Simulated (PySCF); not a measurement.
# C6H10FN: the cost of one run

Computed with PySCF 2.14.0 and routines of our own; the level stands in each step. Atoms count from 0.

## 1. The starting structure

18 atoms, charge 0, multiplicity 1; geometry from: GFN2-xTB.

## 2. Magnetic properties: GIAO PBE/pcSseg-1

What the job is given:

```
{"job": {"kind": "mag", "xc": "PBE", "basis": "pcSseg-1", "isotopologues": 2}, "charge": 0, "multiplicity": 1}
F     -3.118435     0.766411     0.709878
C     -2.066977    -0.078701     0.964431
C     -1.308881    -0.392809    -0.320186
C     -0.416002     0.757153    -0.821416
C      0.750833    -0.082982    -0.330294
C      2.151289    -0.155524    -0.835750
C      1.869602     0.354535     0.556959
N     -0.118299    -1.226285    -0.126692
H     -2.489747    -0.989774     1.403323
H     -1.420900     0.424601     1.693244
H     -1.998841    -0.818020    -1.056073
H     -0.439066     0.897669    -1.898909
H     -0.562668     1.712144    -0.321340
H      2.600068    -1.131272    -0.934823
H      2.462590     0.554258    -1.586465
H      1.992400     1.410583     0.746142
H      2.142022    -0.274945     1.391715
H     -0.037747    -1.720724     0.754601
```

Method: GIAO PBE/pcSseg-1 magnetisability, rotational g tensor and spin-rotation constants, non-relativistic, gas phase.

Run with:

```sh
$ OMP_NUM_THREADS=1 python excited_run.py task.json out
```

The driver reads the jobs from task.json and runs them one after another.

**Question.** How long does this first job take on 1 thread of Arm Neoverse V1, shared host, and how much memory does it need?

About 48 s, with a peak of 0.7 GiB.
